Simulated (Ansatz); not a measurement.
# LiAs (triplet): from Hartree-Fock to the top rungs at distance As1–Li2 = 6.403 Å, cc-pVDZ

An exercise on one series of results from a longer session: the logs are not shown, and one member is left open.

The runs use Ansatz 0.2.0, Gaussian basis; cc-pVDZ, core rule «outside noble gas», up to 15 orbitals frozen.

Plan: UHF; CCSD(T) on ROHF; CCSD(T) on UHF; BCCD(T) on ROHF; CCSDT(Q) on UHF; Full CI.

70 further runs of the same task are left out: 47 for a known fault of the program, 1 for a mislabelled method, 18 that didn't finish, 4 set aside as unsound or not needed.

### What is computed

The geometry derives from a PBE0/def2-TZVP stationary point (not a proven minimum). One bond is set to the value named and the two fragments are kept rigid. No spin-orbit coupling is included. The filled d shell of As may be among the frozen orbitals whatever the setting's name suggests; the logs give the count.

2 atoms, charge 0, spin multiplicity 3.

Atoms are counted from 1 here; the program's logs count them from 0.

No contacts short enough for the rule that draws bonds.

The first run:

Input file in.yaml:

```yaml
crystal:
  periodic: [false, false, false]
  atoms:
    - {symbol: As, position_ang: [0.000000, 0.000000, 0.000000]}
    - {symbol: Li, position_ang: [0.000000, 0.000000, 6.403000]}
basis:
  gaussian: {orbitals: cc-pVDZ}
magnetization: {spin_polarized: true, initial_magnetization: 2}
hamiltonian: {xc: hf}
output: {orbitals: {seedname: orbitals}}
```

Run with:

```bash
> ansatz run in.yaml --threads 1 --pin off --events-out ev --progress --plain --max-ram 2393MiB
```

Among the steps run: UHF; CCSD(T) on ROHF; CCSD(T) on UHF; BCCD(T) on ROHF; CCSDT(Q) on UHF; Full CI.

One table of the session follows, with a row left open; its other results are not shown here.

```
   method  from FCI (meV)
      UHF         +1905.1
     RMP2         +1789.6
     UMP2          +413.9
    RCCSD           +32.4
    UCCSD           +11.3
 RCCSD(T)            -0.9
 UCCSD(T)            -8.7
  BCCD(T)            +8.0
   UCCSDT               ?
UCCSDT(Q)           -15.4
      FCI               0
```

Estimate the missing values for UCCSDT.

**Answer.** from FCI (meV): -13.8. In the column «from FCI (meV)» it lies between UCCSDT(Q) (-15.4) and UCCSD(T) (-8.7).

Left out of the table: ROHF (another determinant or state than the rows shown).

Caveats from the session: The determinant is far from a pure spin state, so its energy mixes those of several spin states (harmless only where they are near-degenerate, as at dissociation). The report flags that the cluster equations may have other roots. The program flags RCCSD(T), BCCD(T) as in doubt, so those rows may rest on another solution; read them beside their warnings. UCCSD(T), UCCSDT, UCCSDT(Q) fall below full CI: unrestricted runs freeze a spin-polarised core, another one than full CI's, and coupled cluster isn't variational. Levels on UHF freeze UHF's core orbitals, full CI those of ROHF, so the U rows can settle a little off it for that reason alone. Restricted and unrestricted rows rest on different reference determinants; where their highest levels disagree by more than a few hundredths of an eV, they describe different states and don't form one ladder.
